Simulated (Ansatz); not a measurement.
# C₃H₅BClF: small, medium and large basis sets

Aim: see how fast density functionals converge with the basis set for C₃H₅BClF.

Computed with Ansatz 0.2.0, Gaussian basis. Level: one geometry, several basis sets.

The runs, in order: PBE0-D4/def2-SVP; ωB97M-V/def2-SVP; PBE0-D4/def2-QZVPP; ωB97M-V/def2-QZVPP; the functionals' def2-TZVPP values are taken from earlier runs.

## (1) Structure used throughout

An earlier PBE0-D4 in a triple-zeta def2 set relaxation fixed the geometry.

SMILES `CC1(Cl)CB1F`, 11 atoms, charge 0, spin multiplicity 1.

Atoms are counted from 1 here; the program's logs count them from 0.

Bond lengths: C1–C2 1.498 Å, C1–H7 1.091 Å, C1–H8 1.094 Å, C1–H9 1.093 Å, C2–Cl3 1.779 Å, C2–C4 1.574 Å, C2–B5 1.522 Å, C4–B5 1.514 Å, C4–H10 1.087 Å, C4–H11 1.088 Å, B5–F6 1.305 Å. Angles: C2–C1–H7 110.9°, C2–C1–H8 110.8°, C2–C1–H9 110.1°, H7–C1–H8 108.6°, H7–C1–H9 107.9°, H8–C1–H9 108.4°, C1–C2–Cl3 113.2°, C1–C2–C4 118.7°, C1–C2–B5 129.1°, Cl3–C2–C4 113.4°, Cl3–C2–B5 112.5°, C4–C2–B5 58.5°, C2–C4–B5 59.0°, C2–C4–H10 118.3°, C2–C4–H11 112.8°, B5–C4–H10 121.6°, B5–C4–H11 120.7°, H10–C4–H11 113.0° and more.

## (2) PBE0-D4 in def2-SVP

Input file in.yaml:

```yaml
crystal:
  periodic: [false, false, false]
  atoms:
    - {symbol: C, position_ang: [-0.137824, -1.399854, -0.248367]}
    - {symbol: C, position_ang: [0.209189, 0.050141, -0.390534]}
    - {symbol: Cl, position_ang: [1.561401, 0.339677, -1.509460]}
    - {symbol: C, position_ang: [0.268635, 0.942897, 0.904326]}
    - {symbol: B, position_ang: [-0.683340, 1.272486, -0.225669]}
    - {symbol: F, position_ang: [-1.541315, 2.098314, -0.759721]}
    - {symbol: H, position_ang: [-0.434862, -1.824348, -1.208892]}
    - {symbol: H, position_ang: [0.714366, -1.967287, 0.135910]}
    - {symbol: H, position_ang: [-0.973400, -1.520645, 0.446180]}
    - {symbol: H, position_ang: [1.164841, 1.530569, 1.084662]}
    - {symbol: H, position_ang: [-0.082293, 0.421051, 1.792066]}
basis:
  gaussian: {orbitals: def2-SVP}
hamiltonian: {xc: pbe0, dispersion: d4}
output: {orbitals: {seedname: orbitals}}
```

Further steps of the session: ωB97M-V in def2-SVP; PBE0-D4 in def2-QZVPP; ωB97M-V in def2-QZVPP.

Q: Predict the results of all the runs planned. Wanted: PBE0-D4: double and triple zeta above quadruple; ωB97M-V: double and triple zeta above quadruple.

As calculated:

| quantity | value |
| --- | --- |
| PBE0-D4: double and triple zeta above quadruple | 12.51, 0.72 eV |
| ωB97M-V: double and triple zeta above quadruple | 12.68, 0.68 eV |

What this shows: PBE0-D4 gains 11.78 eV from double to triple zeta, then 0.72 eV more. Total energies overstate the basis error of differences, where much of it tends to cancel.
